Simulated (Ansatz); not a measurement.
# GeH5NO, SMILES [NH2][GeH2][OH]: a rigid scan of one bond angle

Program: the Python package of Ansatz (0.2.0).

Interactive session:
```pycon
>>> import ansatz
>>> from ase import Atoms
>>> config = {
...     "basis_set": "def2-SVP",
...     "xc": "b3lyp",
...     "force_tol": 0.02,
... }
>>> atoms = Atoms(["N", "Ge", "O", "H", "H", "H", "H", "H"], positions=[
...     (-1.0258, 0.4616, -0.9206),
...     (0.4045, -0.0176, 0.0694),
...     (0.1174, -1.6675, 0.6857),
...     (-1.8121, 0.5439, -0.2796),
...     (-0.8981, 1.4833, -1.2535),
...     (0.5997, 0.9814, 1.2543),
...     (1.6984, 0.0083, -0.8237),
...     (1.0082, -1.8505, 1.2121),
... ])
>>> first = (
...     ansatz.Crystal.molecule_from_ase(atoms).calculation()
...     .basis(gaussian=config["basis_set"])
...     .functional(config["xc"])
...     .relax(force_tolerance=config["force_tol"], max_steps=80)
... )
>>> atoms.positions = first.run().report["positions_ang"]
>>> rows = []
>>> for angle in [90, 100, 110, 120, 135, 150, 165, 179]:
...     bent = atoms.copy()
...     bent.set_angle(1, 2, 7, angle, indices=[7])
...     job = (
...         ansatz.Crystal.molecule_from_ase(bent).calculation()
...         .basis(gaussian=config["basis_set"])
...         .functional(config["xc"])
...     )
...     rows.append((angle, job.run().report["free_energy_ev"]))
...
>>> floor = min(e for _, e in rows)
>>> for angle, e in rows:
...     print(f"angle Ge1-O2-H7 = {angle:3d} deg   {1000 * (e - floor):9.1f} meV")
...
angle Ge1-O2-H7 =  90 deg       237.7 meV
angle Ge1-O2-H7 = 100 deg        63.5 meV
angle Ge1-O2-H7 = 110 deg         0.0 meV
angle Ge1-O2-H7 = 120 deg        19.9 meV
angle Ge1-O2-H7 = 135 deg       152.1 meV
angle Ge1-O2-H7 = 150 deg       334.1 meV
angle Ge1-O2-H7 = 165 deg       486.3 meV
angle Ge1-O2-H7 = 179 deg       546.0 meV
```

What to keep in mind:
- The scan is rigid, and the energies are electronic, in a modest basis. The zero is the lowest point of the grid, which needn't be the minimum.
- b3lyp holds the VWN-RPA fit, as in Gaussian; the form of ORCA and Turbomole is b3lyp5.
- Run time: 54 s on 1 thread of Arm Neoverse V2, with other jobs on the host, peak memory 0.24 GiB.
